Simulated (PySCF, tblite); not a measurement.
**C5H9F3O2Si: geometry, infrared bands and NMR shifts**

Wanted: the infrared bands and NMR shifts of C5H9F3O2Si (`O[Si@@H]1C[C@H](CC(F)(F)F)CO1`), by calculation.

Programs: tblite 0.8.0 and PySCF 2.14.0, with density-fitted response routines of our own. Each step states its level of theory. These are calculated values for one molecule in the gas phase, unless marked as measured. Atoms are numbered from 0 throughout.

## (1) The starting structure

20 atoms, charge 0, multiplicity 1; geometry from: force field or distance geometry start.

Bonds of the start (Å): O0–Si1 1.64, Si1–C2 1.89, C2–C3 1.53, C3–C4 1.53, C4–C5 1.51, C5–F6 1.35, C5–F7 1.36, C5–F8 1.35, C3–C9 1.56, C9–O10 1.44, O10–Si1 1.69, O0–H11 0.98, Si1–H12 1.47, C2–H13 1.10, C2–H14 1.08, C3–H15 1.09, C4–H16 1.09, C4–H17 1.10, C9–H18 1.10, C9–H19 1.09.

## (2) Relaxing the molecule with GFN2-xTB

The job: settings as JSON, then the geometry in Å.

```
{"job": {"kind": "relax", "xc": "GFN2-xTB", "basis": "xTB"}, "charge": 0, "multiplicity": 1}
O     -3.633200    -0.265000    -0.249800
Si    -2.344800     0.757500    -0.256700
C     -0.836000     0.102200    -1.191600
C      0.291100     0.328900    -0.174900
C      1.494100    -0.584000    -0.449700
C      2.649500    -0.377300     0.493400
F      3.710700    -1.130500     0.122100
F      3.060400     0.916000     0.514800
F      2.329100    -0.731000     1.757100
C     -0.341600     0.109000     1.238400
O     -1.643400     0.724500     1.275600
H     -3.868900    -0.636900     0.620700
H     -2.711700     2.133500    -0.618500
H     -0.654600     0.649000    -2.127800
H     -0.981800    -0.948600    -1.419000
H      0.610100     1.372900    -0.223000
H      1.190700    -1.631500    -0.416800
H      1.843000    -0.397300    -1.479100
H      0.276300     0.573500     2.020900
H     -0.444100    -0.954400     1.475900
```

Started as:

```sh
OMP_NUM_THREADS=1 python probes_run.py task.json out
```

One launch serves the whole session: the jobs run in the order shown.

**Question.** This job is followed by: GFN2-xTB harmonic vibrations, gas phase; GIAO PBE0/pcSseg-1 NMR shielding, non-relativistic, gas phase. Predict these results of the whole session: strongest single infrared mode (GFN2-xTB); zero-point energy (GFN2-xTB); ¹³C shifts against TMS (PBE0/pcSseg-1); ¹H shifts against TMS (PBE0/pcSseg-1); ¹⁷O shifts against H2O (PBE0/pcSseg-1); ²⁹Si shifts against TMS (PBE0/pcSseg-1); ¹⁹F shifts against CFCl3 (PBE0/pcSseg-1, means over atoms taken as alike); surface potential, 1st and 99th percentile.

The runs gave:

| quantity | value |
| --- | --- |
| strongest single infrared mode (GFN2-xTB) | 1044 cm⁻¹, 296 km/mol |
| zero-point energy (GFN2-xTB) | 88.5 kcal/mol |
| ¹³C shifts against TMS (PBE0/pcSseg-1) | 135.3, 72.9, 44.9, 34.9, 20.6 ppm |
| ¹H shifts against TMS (PBE0/pcSseg-1) | 4.89, 4.48, 3.71, 2.46, 2.38, 2.04, 1.83, 0.70, 0.13 ppm |
| ¹⁷O shifts against H2O (PBE0/pcSseg-1) | 69.4, 43.8 ppm |
| ²⁹Si shifts against TMS (PBE0/pcSseg-1) | -6.7 ppm |
| ¹⁹F shifts against CFCl3 (PBE0/pcSseg-1, means over atoms taken as alike) | -81.6 ppm |
| surface potential, 1st and 99th percentile | -1.27 V and 2.16 V |

Over 81 steps the energy fell by 0.194 eV; of the close pairs, Si1–O10 changed most, 1.686 to 1.636 Å. No mode is imaginary among the 54: a minimum at this level. The strongest single mode, at 1044 cm⁻¹, moves mainly C5. Unscaled tight-binding wavenumbers are off by several per cent, some by more. Its intensities can rank the bands wrongly. At PBE0/pcSseg-1: Shielding is most anisotropic at F6, F7, F8 (span 178 ppm, paramagnetic term -221 ppm).
